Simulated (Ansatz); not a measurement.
# FGaGeH4: the cost of one run

Program: Ansatz 0.2.0, Gaussian basis. Level of theory: the settings change from run to run. These are calculated values, not measurements.

## Step 1: The molecule

The geometry comes from an earlier relaxation with PBE0-D4 in a triple-zeta def2 set; it is a stationary point, not always the lowest conformer.

SMILES `[F][GeH2][GaH2]`, 7 atoms, charge 0, spin multiplicity 1.

Atoms are counted from 1 here; the program's logs count them from 0.

Bond lengths: F1–Ge2 1.755 Å, Ge2–Ga3 2.453 Å, Ge2–H4 1.544 Å, Ge2–H5 1.544 Å, Ga3–H6 1.566 Å, Ga3–H7 1.570 Å. Angles: F1–Ge2–Ga3 108.7°, F1–Ge2–H4 104.6°, F1–Ge2–H5 104.6°, Ga3–Ge2–H4 114.9°, Ga3–Ge2–H5 114.9°, H4–Ge2–H5 108.2°, Ge2–Ga3–H6 120.6°, Ge2–Ga3–H7 118.5°, H6–Ga3–H7 120.9°.

## Step 2: r2SCAN50/6-31G*

Set apart from the defaults: atoms shaken by 0.03 Å, D3(BJ) with three-body dispersion, high accuracy.

The input, in.yaml:

```yaml
crystal:
  periodic: [false, false, false]
  atoms:
    - {symbol: F, position_ang: [-2.243643, 0.136672, 0.055612]}
    - {symbol: Ge, position_ang: [-0.704974, -0.183618, -0.812320]}
    - {symbol: Ga, position_ang: [1.107995, 0.235120, 0.932653]}
    - {symbol: H, position_ang: [-0.812563, -1.614903, -1.230997]}
    - {symbol: H, position_ang: [-0.674633, 0.771296, -1.913283]}
    - {symbol: H, position_ang: [0.803395, 0.670410, 2.343283]}
    - {symbol: H, position_ang: [2.589723, -0.007286, 0.556671]}
basis:
  gaussian: {orbitals: "6-31G*"}
hamiltonian: {xc: {name: r2SCAN50}, dispersion: d3bjatm}
accuracy: high
output: {forces: true}
```

On the command line:

```
> ansatz run in.yaml --threads 2 --pin off --events-out ev --progress --plain --max-ram 31744MiB --backend cpu
```

What time and memory should one allow on 2 threads of AMD EPYC 7R13, shared host?

About 9.5 s, with a peak of 0.44 GiB.
